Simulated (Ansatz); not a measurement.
# Rb3Zn (I4/mmm) in Ansatz: convergence with k mesh

Aim: find how far k mesh must go before the results for Rb3Zn settle, at PBE. This setting moves, with any that are tied to it; all else stays.

All numbers are computed with Ansatz 0.2.0; they aren't measurements. Logs are shortened: lines on timing, memory, paths and dates and some standing lists are left out, and cuts for length are marked.

### Step 1. Starting point

It takes space group I4/mmm (No. 139, tetragonal). The conventional cell has a = 6.279 Å, b = 6.279 Å, c = 12.635 Å, α = 90.00°, β = 90.00°, γ = 90.00°. Rb (site symmetry 4/mmm) is surrounded by 4 Zn at 4.44 Å and 8 Rb at 4.45 Å. Rb (site symmetry -4m2) has 8 Rb at 4.44 to 4.45 Å and 4 Zn at 4.45 Å as nearest neighbours. Around Zn (site symmetry 4/mmm) lie 12 Rb at 4.44 to 4.45 Å.

The cell comes from a database or a generator and needn't be the stable form of this composition.

### Step 2. With k mesh 2 × 2 × 2

input.yaml reads:

```yaml
crystal:
  lattice:
    - [-3.139688, 3.139688, 6.317535]
    - [3.139688, -3.139688, 6.317535]
    - [3.139688, 3.139688, -6.317535]
  atoms:
    - { symbol: Rb, position: [0.5, 0.5, 0.0] }
    - { symbol: Rb, position: [0.25, 0.75, 0.5] }
    - { symbol: Rb, position: [0.75, 0.25, 0.5] }
    - { symbol: Zn, position: [0.0, 0.0, 0.0] }
hamiltonian:
  xc: pbe
  pseudopotentials: { kind: paw }
kpoints:
  mp_grid: { grid: [2, 2, 2] }
scf:
  occupations: { method: cold, width: 0.1 }
output:
  forces: true
  stress: true
  eigenvalues: true
```

Potentials or basis: Ansatz PAW.

Command:

```console
$ ansatz run input.yaml --threads 2 --pin off --max-ram 5632MiB --backend cpu --events-out ev --progress --plain --runs-dir out
```

Wall time 1.3 s (2 threads of Arm Neoverse V1, shared host); peak memory 0.43 GiB.

What came out:

- Free energy: -13120.1209 eV
- Pressure: -0.2 GPa
- Band gap on the k mesh: none (metal or under the smearing width)

### Step 3. With k mesh 3 × 3 × 3

Changes to input.yaml since step 2:

```diff
@@ -14,3 +14,3 @@
 kpoints:
-  mp_grid: { grid: [2, 2, 2] }
+  mp_grid: { grid: [3, 3, 3] }
 scf:
```

Potentials or basis: Ansatz PAW.

Command:

```console
$ ansatz run input.yaml --threads 2 --pin off --max-ram 5632MiB --backend cpu --events-out ev --progress --plain --runs-dir out
```

Wall time 1.5 s (2 threads of Arm Neoverse V1, shared host); peak memory 0.45 GiB.

Results:

* Free energy: -13120.4303 eV
* Pressure: 0.0 GPa
* Band gap on the k mesh: none (metal or under the smearing width)

### Step 4. With k mesh 4 × 4 × 4

Changes to input.yaml since step 3:

```diff
@@ -14,3 +14,3 @@
 kpoints:
-  mp_grid: { grid: [3, 3, 3] }
+  mp_grid: { grid: [4, 4, 4] }
 scf:
```

Command:

```console
$ ansatz run input.yaml --threads 2 --pin off --max-ram 5632MiB --backend cpu --events-out ev --progress --plain --runs-dir out
```

Run time: 2.5 s. Hardware: 2 threads of Arm Neoverse V1, shared host; peak memory 0.49 GiB.

What came out:

* Free energy: -13120.3628 eV
* Pressure: 0.1 GPa
* Band gap on the k mesh: none (metal or under the smearing width)

### Step 5. With k mesh 5 × 5 × 5

Changes to input.yaml since step 4:

```diff
@@ -14,3 +14,3 @@
 kpoints:
-  mp_grid: { grid: [4, 4, 4] }
+  mp_grid: { grid: [5, 5, 5] }
 scf:
```

Command:

```console
$ ansatz run input.yaml --threads 2 --pin off --max-ram 5632MiB --backend cpu --events-out ev --progress --plain --runs-dir out
```

Run time: 3.8 s. Hardware: 2 threads of Arm Neoverse V1, shared host; peak memory 0.51 GiB.

Results:

- Free energy: -13120.3767 eV
- Pressure: 0.1 GPa
- Band gap on the k mesh: none (metal or under the smearing width)

### Step 6. With k mesh 6 × 6 × 6

Changes to input.yaml since step 5:

```diff
@@ -14,3 +14,3 @@
 kpoints:
-  mp_grid: { grid: [5, 5, 5] }
+  mp_grid: { grid: [6, 6, 6] }
 scf:
```

Potentials or basis: Ansatz PAW.

Command:

```console
$ ansatz run input.yaml --threads 2 --pin off --max-ram 5632MiB --backend cpu --events-out ev --progress --plain --runs-dir out
```

Run time: 6 s. Hardware: 2 threads of Arm Neoverse V1, shared host; peak memory 0.54 GiB.

Results (log left out):

* Free energy: -13120.3766 eV
* Pressure: 0.1 GPa
* Band gap on the k mesh: none (metal or under the smearing width)

### Step 7. With k mesh 7 × 7 × 7

Changes to input.yaml since step 6:

```diff
@@ -14,3 +14,3 @@
 kpoints:
-  mp_grid: { grid: [6, 6, 6] }
+  mp_grid: { grid: [7, 7, 7] }
 scf:
```

Command:

```console
$ ansatz run input.yaml --threads 2 --pin off --max-ram 5632MiB --backend cpu --events-out ev --progress --plain --runs-dir out
```

Wall time 7.7 s (2 threads of Arm Neoverse V1, shared host); peak memory 0.57 GiB.

Results (log left out):

```
Free energy            : -13120.3801 eV
Pressure               : 0.1 GPa
Band gap on the k mesh : none (metal or under the smearing width)
```

### Step 8. With k mesh 8 × 8 × 8

Changes to input.yaml since step 7:

```diff
@@ -14,3 +14,3 @@
 kpoints:
-  mp_grid: { grid: [7, 7, 7] }
+  mp_grid: { grid: [8, 8, 8] }
 scf:
```

Command:

```console
$ ansatz run input.yaml --threads 2 --pin off --max-ram 5632MiB --backend cpu --events-out ev --progress --plain --runs-dir out
```

It took 13 s on 2 threads of Arm Neoverse V1, shared host; peak memory 0.64 GiB.

It converged, with:

```
Free energy            : -13120.3794 eV
Pressure               : 0.1 GPa
Band gap on the k mesh : none (metal or under the smearing width)
```

### Step 9. With k mesh 10 × 10 × 10

Changes to input.yaml since step 8:

```diff
@@ -14,3 +14,3 @@
 kpoints:
-  mp_grid: { grid: [8, 8, 8] }
+  mp_grid: { grid: [10, 10, 10] }
 scf:
```

Potentials or basis: Ansatz PAW.

Command:

```console
$ ansatz run input.yaml --threads 2 --pin off --max-ram 5632MiB --backend cpu --events-out ev --progress --plain --runs-dir out
```

What it wrote:

```text
Warning: RAYON_NUM_THREADS=2 ignored (pool sized by the plan → 2); use --threads N
Engine: ansatz 0.2.0, aarch64-unknown-linux-gnu
Pseudopotentials: kind: paw
Pseudopotential: Rb, paw, valence charge 9, recommended cutoff 420 eV (normal), Rb.paw.azcp
Pseudopotential: Zn, paw, valence charge 12, recommended cutoff 420 eV (normal), Zn.paw.azcp
Functional definition: PBE
  parameter kappa = 0.804
  parameter beta = 0.06672455060314922
  exchange = pbe_x(kappa = kappa, mu = beta*pi^2/3)
  correlation = pbe_c(beta = beta)
Crystal: 4 atoms, lattice volume = 249.104 Å³
Basis set: ecut = 420 eV, 4917 PW (Γ), exchange–correlation on 108×108×108 points (8 copies of the dense FFT grid, shifted against one another)
Bands: 24, of which v1, the nominal top of the filled ones, is band 20 counted from 1 (19 counted from 0)
Symmetry: 16 space group operations
Space group: I4/mmm (ITA 139), of the structure as read, at distance tolerance 6.3e-5 Å
k-points: 102 of 1000
Non-local potential: Rb, projectors of the file, l = 0: 3, l = 1: 2, l = 2: 2
Non-local potential: Zn, projectors of the file, l = 0: 2, l = 1: 2, l = 2: 3, l = 3: 1
PAW form: soft (Blöchl's): semilocal exchange-correlation on the pseudo side does not see the compensation charge
PAW one-centre angular grid: Rb, 110 points (default); XC on 64 Gauss nodes
PAW one-centre angular grid: Zn, 590 points (default); XC on 64 Gauss nodes
Initial density: superposition of atomic densities (neutral atoms: chi_scale 0, normalization atom), corrected by the library's trained network
Initial wavefunctions: pseudopotential atomic-orbital guess
Functional: x = pbe(κ = 0.804, μ = 0.2195149727645171), c = pbe(β = 0.06672455060314922)
SCF iter   1: F=—  HF=-13120.379392 eV  |F-HF|=—  |Δ(HF+E_count)|=         —  Δρ=9.36e-4  dr2=4.50e-3  ethr=1.77e-3  ⟨swp⟩=6.2  Hψ=11119  notcnv=0
preconditioner: auto → Kerker (q_TF=auto, 2.003 Å⁻¹)  [metal: Δε(μ)=0.046 eV  Ē_g=10.628 eV  σ=0.100 eV  W_gap=0.31  n_scr=36 (ndim 8)  ℏωp=13.5 eV  f_vac=0.000  D(μ)=2.57/eV (n_scr^D=10)]
SCF iter   2: F=—  HF=-13120.379737 eV  |F-HF|=—  |Δ(HF+E_count)|=   3.44e-4  S|Δr|=    0.00e0  Δρ=7.93e-4  dr2=2.76e-3  ethr=1.15e-5  ⟨swp⟩=2.0  Hψ=4985  notcnv=0
SCF iter   3: F=—  HF=-13120.380438 eV  |F-HF|=—  |Δ(HF+E_count)|=   7.02e-4  S|Δr|=    0.00e0  Δρ=5.50e-4  dr2=1.41e-3  ethr=7.09e-6  ⟨swp⟩=2.0  Hψ=2953  notcnv=0
SCF iter   4: F=—  HF=-13120.380322 eV  |F-HF|=—  |Δ(HF+E_count)|=   1.17e-4  S|Δr|=    0.00e0  Δρ=2.43e-4  dr2=2.09e-4  ethr=3.62e-6  ⟨swp⟩=2.0  Hψ=3199  notcnv=0
SCF iter   5: F=—  HF=-13120.380328 eV  |F-HF|=—  |Δ(HF+E_count)|=   6.76e-6  S|Δr|=    0.00e0  Δρ=5.96e-5  dr2=3.87e-5  ethr=5.35e-7  ⟨swp⟩=2.0  Hψ=2693  notcnv=0
SCF iter   6: F=—  HF=-13120.380394 eV  |F-HF|=—  |Δ(HF+E_count)|=   6.54e-5  S|Δr|=    0.00e0  Δρ=3.35e-5  dr2=4.62e-6  ethr=9.92e-8  ⟨swp⟩=2.0  Hψ=2704  notcnv=0
SCF iter   7: F=—  HF=-13120.380393 eV  |F-HF|=—  |Δ(HF+E_count)|=   1.12e-6  S|Δr|=    0.00e0  Δρ=1.02e-5  dr2=8.85e-7  ethr=1.18e-8  ⟨swp⟩=2.0  Hψ=3203  notcnv=0
SCF iter   8: F=-13120.380392 eV  HF=-13120.380392 eV  |F-HF|=1.85e-8  |Δ(HF+E_count)|=   2.66e-7  S|Δr|=    0.00e0  Δρ=3.26e-6  dr2=5.10e-8  ethr=2.56e-10  ⟨swp⟩=5.3  Hψ=13182  notcnv=0
SCF 1 converged in 8 iterations: F = -13120.380392 eV  dr2 = 5.10e-8
SCF converged after 8 iterations
Stability not checked: this state was not tested for a lower state beside it, because cold or Methfessel-Paxton smearing, or corrected tetrahedra, fill the levels in a way that the test cannot read (fill_not_monotonic; see scf.lower_state_search)
Free energy (F): -13120.380392 eV
Harris-Foulkes:  -13120.380392 eV  (|F-HF|=1.85e-8)
Internal energy: -13120.380727 eV  (E = F + TS)
E sigma→0 (E₀):  -13120.380504 eV
Entropy (-TS):   0.000335 eV (0.084 meV/atom)
Fermi energy:    3.092643 eV
Step filling:    the computed levels leave a gap of 0.0514 eV = 0.5 smearing widths at the electron count; against every level under it full and every level over it empty, smearing changes F+E_penalty+E_count by +1.284 meV and its σ→0 estimate by +1.172 meV
--- Per-component energies (eV) ---
  E_band       = -366.335078
  E_kinetic    = 701.967296
  E_local      = -4237.175286  (includes V_loc(G=0)·N_el)
  E_nonlocal   = 1133.569910
  E_hartree    = 1498.219659
  E_xc         = -523.896019
  E_vxc        = -455.656385  (∫ρ·V_xc dr)
  E_paw        = -9680.443009  (= ΣΔE_a)
  E_vpaw       = -505.483886  (= ΣTr[D̂ρ^β])
  E_aug_tail   = -0.000367  (compensation charges beyond the density's cutoff)
  E_ewald      = -2012.622910
  E_smearing   = 0.000335  (= −TS)
  E_closure    = -0.000000  (closes the sum)
  Σ components = -13120.380392   (vs F -13120.380392, Δ=0.00e0)
--- Forces (eV/Å), atoms counted from 1 ---
  atom   1  Rb    -0.00000000     0.00000000     0.00000000
  atom   2  Rb    -0.00000000    -0.00000000     0.00000000
  atom   3  Rb     0.00000000     0.00000000    -0.00000000
  atom   4  Zn     0.00000000    -0.00000000     0.00000000
  max |Σ_I F_I| component: 1.39e-17 eV/Å
--- Stress (GPa, compression-positive) ---
        0.081522      -0.000000      -0.000000
       -0.000000       0.081522       0.000000
       -0.000000       0.000000       0.000628
  P = ⅓ Tr σ = 0.0546 GPa (0.546 kbar)
--- Band table (eV; the first three rows and the last of 102) ---
  k-point 0: bands = ["-25.8037", "-25.7685", "-25.7568", "-10.0121", "-9.9470", "-9.9470", "-9.8953", "-9.8953", "-9.8324", "-9.7913", "-9.7806", "-9.7806", "-4.0372", "-4.0359", "-4.0352", "-4.0352", "-4.0340", "-0.7607", "2.5361", "3.5787", "4.0144", "4.0144", "4.6192", "4.7386"]
  k-point 1: bands = ["-25.8033", "-25.7682", "-25.7575", "-10.0152", "-9.9425", "-9.9314", "-9.9042", "-9.8967", "-9.8260", "-9.7971", "-9.7931", "-9.7787", "-4.0371", "-4.0356", "-4.0353", "-4.0352", "-4.0338", "-0.7075", "2.4830", "3.5693", "3.8370", "3.9026", "4.7544", "4.9933"]
  k-point 2: bands = ["-25.8024", "-25.7671", "-25.7594", "-10.0238", "-9.9289", "-9.9230", "-9.9028", "-9.8903", "-9.8372", "-9.8130", "-9.7992", "-9.7745", "-4.0370", "-4.0356", "-4.0351", "-4.0350", "-4.0333", "-0.5703", "2.3322", "3.5518", "3.7068", "3.8601", "4.6047", "4.7937"]
  k-point 101: bands = ["-25.8005", "-25.7717", "-25.7569", "-9.9860", "-9.9860", "-9.9390", "-9.8741", "-9.8406", "-9.8406", "-9.8283", "-9.7956", "-9.7956", "-4.0371", "-4.0367", "-4.0356", "-4.0356", "-4.0340", "-0.4679", "1.7014", "3.3133", "4.1969", "4.1969", "4.3103", "5.2969"]
```

Wall time 19 s (2 threads of Arm Neoverse V1, shared host); peak memory 0.77 GiB.

Results:

```yaml
Free_energy: -13120.3804 eV
Pressure: 0.1 GPa
Band_gap_on_the_k_mesh: none (metal or under the smearing width)
```

### Step 10. The series at a glance

| k mesh | energy less the tightest run, at zero smearing (meV/atom) | pressure (GPa) | SCF cycles | CPU time (s) | peak memory (GiB) |
| --- | --- | --- | --- | --- | --- |
| 2 × 2 × 2 | 66.51 | -0.23 | 8 | 2.4 | 0.43 |
| 3 × 3 × 3 | -11.72 | 0.02 | 7 | 2.9 | 0.45 |
| 4 × 4 × 4 | 4.91 | 0.07 | 6 | 4.9 | 0.49 |
| 5 × 5 × 5 | 0.98 | 0.07 | 8 | 7.3 | 0.51 |
| 6 × 6 × 6 | 1.37 | 0.06 | 8 | 11 | 0.54 |
| 7 × 7 × 7 | 0.33 | 0.05 | 8 | 15 | 0.57 |
| 8 × 8 × 8 | 0.39 | 0.05 | 8 | 25 | 0.64 |
| 10 × 10 × 10 | 0.00 | 0.05 | 8 | 38 | 0.77 |

Against the tightest run, the energy stays within 1 meV/atom from 7 × 7 × 7 on; the pressure stays within 0.1 GPa from 3 × 3 × 3 on. Meshes of other sizes hit other points, so gaps and Fermi surfaces needn't settle smoothly. The tightest run that finished is the yardstick and may itself not be fully converged.
